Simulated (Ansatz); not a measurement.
Crystal: LaPd2.

```
La Pd
1.0
    -2.00387    2.00387    4.47173
     2.00387   -2.00387    4.47173
     2.00387    2.00387   -4.47173
La Pd
1 2
Direct
  0.00000 0.00000 0.00000
  0.25000 0.75000 0.50000
  0.75000 0.25000 0.50000
```

The cell comes from a database or a generator and needn't be the stable form of this composition.

| Property | Result |
| --- | --- |
| Program | Ansatz 0.2.0 |
| Task | relaxation of cell and atoms |
| Functional | BLYP |
| Potentials or basis | Ansatz PAW |
| Cutoff | 420 eV (not typed: the program's choice for these potentials) |
| k mesh | 9 × 9 × 9 |
| Occupations | fermi-dirac, width 0.05 eV |
| Spin | no spin polarisation |

At the start: volume 23.94 Å³/atom.

Where does the relaxation end?

It ends after 6 steps and the volume is 25.48 Å³/atom (+6.4 %); space group I4/mmm (No. 139, to 0.05 Å).

The path:
| step | energy change (eV) | largest force (eV/Å) | volume (Å³) |
| --- | --- | --- | --- |
| 1 | 0.0000 | 0.0000 | 71.83 |
| 2 | -0.0226 | 0.0000 | 80.23 |
| 3 | -0.0631 | 0.0000 | 76.81 |
| 4 | -0.0638 | 0.0000 | 76.39 |
| 5 | -0.0638 | 0.0000 | 76.45 |
| 6 | -0.0646 | 0.0000 | 76.45 |

Final structure:
```xyz
3
Lattice="-2.0663 2.0663 4.4763 2.0663 -2.0663 4.4763 2.0663 2.0663 -4.4763" Properties=species:S:1:pos:R:3 pbc="T T T"
La    0.0000    0.0000    0.0000
Pd    2.0663    0.0000    2.2382
Pd    0.0000    2.0663    2.2382
```

Caveat: the plane-wave basis is chosen anew once the cell has moved, so the energies of steps on either side of that aren't comparable; the PAW data sets come from PBE, with cores solved anew for the run's functional, which leaves a small shift of forces and pressure.
